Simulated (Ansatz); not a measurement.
Si, 1 atom in the cell. The cell holds a sheet with vacuum, 1 atom: a = 2.399 Å, b = 2.418 Å, c = 23.800 Å, α = 90.00°, β = 90.00°, γ = 90.00°. The cell was built by a generator and needn't be a form met in nature.

- Program: Ansatz 0.2.0
- Task: relaxation of the atoms
- Functional: PBE
- Potentials or basis: all-electron LAPW, scalar-relativistic
- Basis error allowed: 0.002 eV/atom
- k mesh: 11 × 11 × 1
- Occupations: fermi-dirac, width 0.05 eV
- Spin: no spin polarisation

Potentials or basis: all-electron LAPW, scalar-relativistic.

Run with:

```console
$ ansatz run input.yaml --threads 2 --pin off --max-ram 8192MiB --backend cpu --events-out ev --progress --plain --runs-dir out
```

Hardware: 2 threads of AMD EPYC 7R13 Processor (Zen 3), on a shared host.

Task: Estimate the wall time of this run.

Result: Wall time 2.3 s on 2 threads of AMD EPYC 7R13 Processor (Zen 3), on a shared host, peak memory 0.34 GiB. Counts: scf iterations 8, plane waves 867, k points 36, bands 10, ion steps 1.
